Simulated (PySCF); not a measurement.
# The bond of GdC, level by level

The task here is to estimate one member of a computed series from the others.

Method: Gd x2c-SVPall, C x2c-SVPall, spin-free X2C with a Gaussian nucleus; program: PySCF 2.14.0.

1 further run of the same task is left out (it didn't finish).

The first run:

A driver script around PySCF takes these settings:

```yaml
atoms: Gd, C
charge: 0
basis: Gd x2c-SVPall, C x2c-SVPall
Hamiltonian: spin-free X2C with a Gaussian nucleus
basis_functions: 99
electrons_treated: 70
masses_in_u: 157.9241, 12.0000
levels: PBE0, PBE, r²SCAN, BP86, MN15, LC-ωPBE, HF, MP2, SCS-MP2
grid: 80 radial by 434 angular points
occupations: held fixed by the projection of orbital angular momentum
dissociation_limit: Gd + C, each in its ground configuration
starting_distance_in_angstrom: 2.052
values_of_2S_to_try: 6, 8, 10
```

Launch:

```sh
$ OMP_NUM_THREADS=2 python dia.py task.json out
```

Steps of the session up to this table: Input; PBE0 along the bond; Higher solutions at PBE0; PBE (GGA); r²SCAN; BP86 (GGA); MN15; LC-ωPBE; UHF.

One table of the session follows, with a row left open; its other results are not shown here.

Energy (eV) from each level's lowest point:

```
R (Å)    UHF  UHF-MP2  UHF-SCS-MP2    PBE   BP86
1.741  1.509    1.113        1.204  1.309  1.355
1.822      ?        ?            ?      ?      ?
1.903  0.288    0.142        0.177  0.249  0.272
1.963  0.091    0.021        0.038  0.083  0.098
2.024  0.002    0.000        0.000  0.006  0.014
2.085  0.000    0.082        0.076  0.000  0.000
2.166  0.121    0.266        0.195  0.073  0.063
2.267  0.392    0.560        0.476  0.251  0.229
2.388  0.840    1.073        0.953  0.537  0.502
2.550  1.516    1.865        1.689  0.970  0.922
```

Estimate the missing values for R (Å) = 1.822.

Worked estimate for «UHF». A straight line through the neighbours (1.741, 1.509) and (1.903, 0.288) gives 1.509 + (0.288 − 1.509) × (1.822 − 1.741) / (1.903 − 1.741) = 0.898; a parabola fitted to 3 rows on both sides gives 0.773.

**Answer.** UHF: 0.756; UHF-MP2: 0.491; UHF-SCS-MP2: 0.554; PBE: 0.648; BP86: 0.682. In «UHF» the line misses by +0.142 and the parabola by +0.017.

To keep in mind: The state is the lowest single determinant that the PBE0 search found; with open d or f shells the true ground state can be another one.
